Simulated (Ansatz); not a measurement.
# CH₄AlClGe: small, medium and large basis sets

The task here is to estimate one member of a computed series from the others.

Computed with Ansatz 0.2.0, Gaussian basis. Level: one geometry, several basis sets.

Plan: PBE0-D4/def2-SVP; ωB97M-V/def2-SVP; PBE0-D4/def2-QZVPP; ωB97M-V/def2-QZVPP; the functionals' def2-TZVPP values are taken from earlier runs.

## The relaxed structure

An earlier PBE0-D4 in a triple-zeta def2 set relaxation fixed the geometry.

8 atoms, charge 0, spin multiplicity 1.

Atoms are counted from 1 here; the program's logs count them from 0.

Bond lengths: Cl1–Ge2 2.588 Å, Cl1–Al4 2.235 Å, Ge2–C3 2.036 Å, Ge2–Al4 2.574 Å, Ge2–H5 1.732 Å, C3–Al4 1.921 Å, C3–H6 1.095 Å, C3–H7 1.088 Å, Al4–H5 1.894 Å, Al4–H8 1.571 Å. Angles: Ge2–Cl1–Al4 64.0°, Cl1–Ge2–C3 82.0°, Cl1–Ge2–Al4 51.3°, Cl1–Ge2–H5 76.3°, C3–Ge2–Al4 47.5°, C3–Ge2–H5 84.3°, Al4–Ge2–H5 47.4°, Ge2–C3–Al4 81.1°, Ge2–C3–H6 109.4°, Ge2–C3–H7 112.1°, Al4–C3–H6 116.2°, Al4–C3–H7 123.2°, H6–C3–H7 110.4°, Cl1–Al4–Ge2 64.7°, Cl1–Al4–C3 94.6°, Cl1–Al4–H5 83.2°, Cl1–Al4–H8 119.6°, Ge2–Al4–C3 51.4° and more.

The first run:

in.yaml reads:

```yaml
crystal:
  periodic: [false, false, false]
  atoms:
    - {symbol: Cl, position_ang: [-1.258617, -0.989465, -1.568360]}
    - {symbol: Ge, position_ang: [0.079147, 1.197997, -1.214365]}
    - {symbol: C, position_ang: [1.126975, 0.014547, 0.068414]}
    - {symbol: Al, position_ang: [-0.651260, -0.543219, 0.535335]}
    - {symbol: H, position_ang: [-1.102142, 1.231289, 0.052037]}
    - {symbol: H, position_ang: [1.645408, 0.641508, 0.801361]}
    - {symbol: H, position_ang: [1.836048, -0.626808, -0.451628]}
    - {symbol: H, position_ang: [-1.583258, -0.983049, 1.721307]}
basis:
  gaussian: {orbitals: def2-SVP}
hamiltonian: {xc: pbe0, dispersion: d4}
output: {orbitals: {seedname: orbitals}}
```

Among the steps run: PBE0-D4 in def2-SVP; ωB97M-V in def2-SVP; PBE0-D4 in def2-QZVPP; ωB97M-V in def2-QZVPP.

One table of the session follows, with a row left open; its other results are not shown here.

It belongs to the step «Functionals by basis». 

| functional | basis | HOMO (eV) | LUMO (eV) |
| --- | --- | --- | --- |
| PBE0-D4 | def2-SVP | -6.59 | -1.67 |
| PBE0-D4 | def2-TZVPP | ? | ? |
| PBE0-D4 | def2-QZVPP | -6.60 | -1.78 |
| ωB97M-V | def2-SVP | -8.60 | 0.30 |
| ωB97M-V | def2-TZVPP | -8.63 | 0.18 |
| ωB97M-V | def2-QZVPP | -8.64 | 0.02 |

Q: Estimate the row for PBE0-D4, def2-TZVPP from the others.

As computed: HOMO (eV): -6.58; LUMO (eV): -1.73. In the column «HOMO (eV)» it is the highest.
